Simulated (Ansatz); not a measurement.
# CH5FNNbS: a ladder of functionals and wavefunction methods

The task here is to estimate one member of a computed series from the others.

Computed with Ansatz 0.2.0, Gaussian basis. Level: functionals in def2-TZVPP, the program's frozen cores in correlated methods.

Plan: LDA (SPW92), PBE-D4, revPBE-D4, BLYP-D4, r2SCAN-D4, B97M-V, PBE0-D4, B3LYP-D4, r2SCANh-D4, r2SCAN0-D4, HSE06-D4, BHLYP-D4, CAM-B3LYP-D4, LC-ωPBE, ωB97X-V, ωB97M-V, B2PLYP, PBE-QIDH; CCSD(T)/def2-SVP; CCSD(T)/def2-TZVPP; MP2/def2-QZVPP; extrapolation to the limit; RPA on PBE.

**The geometry**

The geometry comes from an earlier relaxation with PBE0-D4 in a triple-zeta def2 set; it is a stationary point, not always the lowest conformer. Nb takes the def2 core potential; no spin-orbit term is included.

10 atoms, charge 0, spin multiplicity 1.

Atoms are counted from 1 here; the program's logs count them from 0.

Bond lengths: C1–Nb2 2.139 Å, C1–H6 1.092 Å, C1–H7 1.096 Å, C1–H8 1.095 Å, Nb2–N3 1.945 Å, Nb2–F4 1.870 Å, Nb2–S5 2.139 Å, N3–H9 1.010 Å, N3–H10 1.013 Å. Angles: Nb2–C1–H6 112.2°, Nb2–C1–H7 109.4°, Nb2–C1–H8 109.0°, H6–C1–H7 109.0°, H6–C1–H8 108.4°, H7–C1–H8 108.9°, C1–Nb2–N3 105.4°, C1–Nb2–F4 107.2°, C1–Nb2–S5 105.2°, N3–Nb2–F4 115.2°, N3–Nb2–S5 107.5°, F4–Nb2–S5 115.4°, Nb2–N3–H9 126.4°, Nb2–N3–H10 122.8°, H9–N3–H10 110.5°.

Coordinates:

```mol
CH5FNNbS
  3D, bonds by distance, orders not assigned

 10  9  0  0  0  0  0  0  0  0999 V2000
   -1.3550   -0.7468   -0.0802 C   0  0
    0.3094    0.5024   -0.5759 Nb  0  0
    1.5887    0.2552    0.8677 N   0  0
    0.9092   -0.0192   -2.2688 F   0  0
   -0.4307    2.5046   -0.4422 S   0  0
   -1.7951   -0.4848    0.8841 H   0  0
   -1.0281   -1.7930   -0.0505 H   0  0
   -2.1245   -0.6377   -0.8523 H   0  0
    1.8237    0.9283    1.5826 H   0  0
    2.1854   -0.5599    0.9384 H   0  0
  1  2  8  0
  2  3  8  0
  2  4  8  0
  2  5  8  0
  1  6  8  0
  1  7  8  0
  1  8  8  0
  3  9  8  0
  3 10  8  0
M  END
```

The first run:

in.yaml

```yaml
crystal:
  periodic: [false, false, false]
  atoms:
    - {symbol: C, position_ang: [-1.355047, -0.746843, -0.080246]}
    - {symbol: Nb, position_ang: [0.309408, 0.502364, -0.575940]}
    - {symbol: N, position_ang: [1.588711, 0.255216, 0.867718]}
    - {symbol: F, position_ang: [0.909226, -0.019183, -2.268798]}
    - {symbol: S, position_ang: [-0.430674, 2.504637, -0.442169]}
    - {symbol: H, position_ang: [-1.795056, -0.484799, 0.884094]}
    - {symbol: H, position_ang: [-1.028102, -1.793026, -0.050542]}
    - {symbol: H, position_ang: [-2.124457, -0.637745, -0.852301]}
    - {symbol: H, position_ang: [1.823693, 0.928317, 1.582642]}
    - {symbol: H, position_ang: [2.185398, -0.559938, 0.938441]}
basis:
  gaussian: {orbitals: def2-TZVPP}
hamiltonian: {xc: lda}
output: {orbitals: {seedname: orbitals}}
```

Run with:

```sh
ansatz run in.yaml --threads 4 --pin off --events-out ev --progress --plain --max-ram 10444MiB
```

Steps of the session up to this table: LDA; PBE-D4 (GGA); revPBE-D4 (GGA); BLYP-D4 (GGA); r2SCAN-D4 (meta-GGA); B97M-V (meta-GGA); B3LYP-D4 (hybrid); r2SCANh-D4 (hybrid); r2SCAN0-D4 (hybrid); HSE06-D4 (hybrid); BHLYP-D4 (hybrid); CAM-B3LYP-D4 (range-separated); LC-ωPBE (range-separated); ωB97X-V (range-separated); ωB97M-V (range-separated); B2PLYP (double hybrid); PBE-QIDH (double hybrid).

One table of the session follows, with a row left open; its other results are not shown here.

It belongs to the step «Orbital energies across the functionals». 

```
  functional  HOMO (eV)  LUMO (eV)  gap (eV)
 LDA (SPW92)      -6.61      -3.09      3.51
      PBE-D4      -6.44      -2.89      3.55
   revPBE-D4      -6.37      -2.81      3.56
     BLYP-D4          ?          ?         ?
   r2SCAN-D4      -6.70      -2.78      3.92
      B97M-V      -6.73      -2.73      4.00
     PBE0-D4      -7.61      -2.07      5.55
    B3LYP-D4      -7.37      -2.28      5.10
  r2SCANh-D4      -7.14      -2.47      4.67
  r2SCAN0-D4      -7.79      -2.00      5.80
    HSE06-D4      -7.21      -2.45      4.77
    BHLYP-D4      -8.62      -1.08      7.53
CAM-B3LYP-D4      -8.88      -0.96      7.92
     LC-ωPBE     -10.22       0.16     10.38
     ωB97X-V      -9.88       0.09      9.97
     ωB97M-V      -9.75       0.04      9.79
```

**Question.** Estimate the row for BLYP-D4.

Worked estimate for «HOMO (eV)». Against the share of exact exchange, B3LYP-D4 (0.2, -7.37), BHLYP-D4 (0.5, -8.62) give a slope of -4.17 per unit share; at 0 the line stands at -6.54.

As computed: HOMO (eV): -6.27; LUMO (eV): -2.76; gap (eV): 3.50. In «HOMO (eV)» the line misses by -0.27.
